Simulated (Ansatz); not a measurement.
# AlF3H2O: the cost of one run

All numbers below are computed with Ansatz 0.2.0 (RHF/def2-SVP).

## (1) The starting structure

Bond lengths: Al1–O2 2.130 Å, O2–H3 1.010 Å, Al1–F4 1.690 Å, Al1–F5 1.690 Å, Al1–F6 1.990 Å. Angles: Al1–O2–H3 109.5°, O2–Al1–F4 120.0°, O2–Al1–F5 120.0°, O2–Al1–F6 71.6°, F4–Al1–F5 120.0°, F4–Al1–F6 96.8°, F5–Al1–F6 101.3°.

Structure file:

```xyz
7

Al    0.0000    0.0000    0.0000
O     0.0000    0.0000    2.1300
H    -0.9095   -0.2814    2.4671
F     1.4635    0.0000   -0.8450
F    -1.4635    0.0000   -0.8450
F     0.0892    1.8864    0.6275
H     0.0593    1.2535    1.7062
```

## (2) Pulling towards end A

Springs on the bonds that form and break draw the guess towards this end; the thresholds are loose.

Contents of input.yaml:

```yaml
crystal:
  periodic: [false, false, false]
  atoms:
    - { symbol: Al, position_ang: [0.0, 0.0, 0.0] }
    - { symbol: O, position_ang: [0.0, 0.0, 2.13] }
    - { symbol: H, position_ang: [-0.9095, -0.2814, 2.4671] }
    - { symbol: F, position_ang: [1.4635, 0.0, -0.845] }
    - { symbol: F, position_ang: [-1.4635, 0.0, -0.845] }
    - { symbol: F, position_ang: [0.0892, 1.8864, 0.6275] }
    - { symbol: H, position_ang: [0.0593, 1.2535, 1.7062] }
basis:
  gaussian: { orbitals: def2-SVP }
hamiltonian:
  xc: hf
relax:
  f_tol: 0.15
  max_steps: 25
  restrain:
    - { distance: [0, 5], at: 2.89, k: 30.0 }
    - { distance: [6, 1], at: 2.21, k: 30.0 }
    - { distance: [0, 1], at: 1.78, k: 30.0 }
    - { distance: [6, 5], at: 0.92, k: 30.0 }
output:
  orbitals: {}
```

Run with:

```bash
> ansatz run input.yaml --threads 1 --pin off --max-ram 2048MiB --backend cpu --events-out ev --progress --plain --runs-dir out
```

What time and memory should one allow on 1 thread of Arm Neoverse V2, shared host?

About 11 s, with a peak of 0.15 GiB.
